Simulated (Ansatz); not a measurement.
# CH6AlBOSi: the cost of one run

All numbers below are computed with Ansatz 0.2.0 (RKS B3LYP-D4/def2-SVP).

1 further run of the same task is left out (it didn't finish).

## 1. The system as given

Bond lengths: O1–C2 1.161 Å, C2–Al3 1.950 Å, Al3–B4 2.117 Å, B4–Si5 1.934 Å, C2–H6 1.086 Å, Al3–H7 1.588 Å, B4–H8 1.156 Å, Si5–H9 1.480 Å, Si5–H10 1.490 Å, Si5–H11 1.478 Å. Angles (14 of 15 angles, heavy atoms first): O1–C2–Al3 117.9°, C2–Al3–B4 120.0°, Al3–B4–Si5 117.6°, O1–C2–H6 121.0°, Al3–C2–H6 121.1°, C2–Al3–H7 122.1°, B4–Al3–H7 117.7°, Al3–B4–H8 120.5°, Si5–B4–H8 121.7°, B4–Si5–H9 113.9°, B4–Si5–H10 109.5°, B4–Si5–H11 110.1°, H9–Si5–H10 107.1°, H9–Si5–H11 108.0°.

Structure file:

```xyz
11

O    -1.8599    2.3007   -1.6496
C    -1.3246    1.6046   -0.8897
Al   -0.1610    0.2080   -1.5957
B     0.9348   -1.0260   -0.2695
Si    0.6057   -0.8177    1.6248
H    -1.4557    1.7389    0.1796
H     0.1006    0.0341   -3.1522
H     1.6180   -1.8644   -0.6782
H    -0.8153   -0.9750    2.0074
H     1.0257    0.5452    2.0549
H     1.3971   -1.8054    2.3887
```

## 2. Relaxing end A

File input.yaml:

```yaml
crystal:
  periodic: [false, false, false]
  atoms:
    - { symbol: O, position_ang: [-1.8599, 2.3007, -1.6496] }
    - { symbol: C, position_ang: [-1.3246, 1.6046, -0.8897] }
    - { symbol: Al, position_ang: [-0.161, 0.208, -1.5957] }
    - { symbol: B, position_ang: [0.9348, -1.026, -0.2695] }
    - { symbol: Si, position_ang: [0.6057, -0.8177, 1.6248] }
    - { symbol: H, position_ang: [-1.4557, 1.7389, 0.1796] }
    - { symbol: H, position_ang: [0.1006, 0.0341, -3.1522] }
    - { symbol: H, position_ang: [1.618, -1.8644, -0.6782] }
    - { symbol: H, position_ang: [-0.8153, -0.975, 2.0074] }
    - { symbol: H, position_ang: [1.0257, 0.5452, 2.0549] }
    - { symbol: H, position_ang: [1.3971, -1.8054, 2.3887] }
basis:
  gaussian: { orbitals: def2-SVP }
hamiltonian:
  xc: b3lyp
  dispersion: d4
relax:
  f_tol: 0.02
  max_steps: 50
```

Started as:

```sh
$ ansatz run input.yaml --threads 2 --pin off --max-ram 3072MiB --backend cpu --events-out ev --progress --plain --runs-dir out
```

What time and memory should one allow on 2 threads of Arm Neoverse V2, shared host?

About 99 s, with a peak of 0.23 GiB.
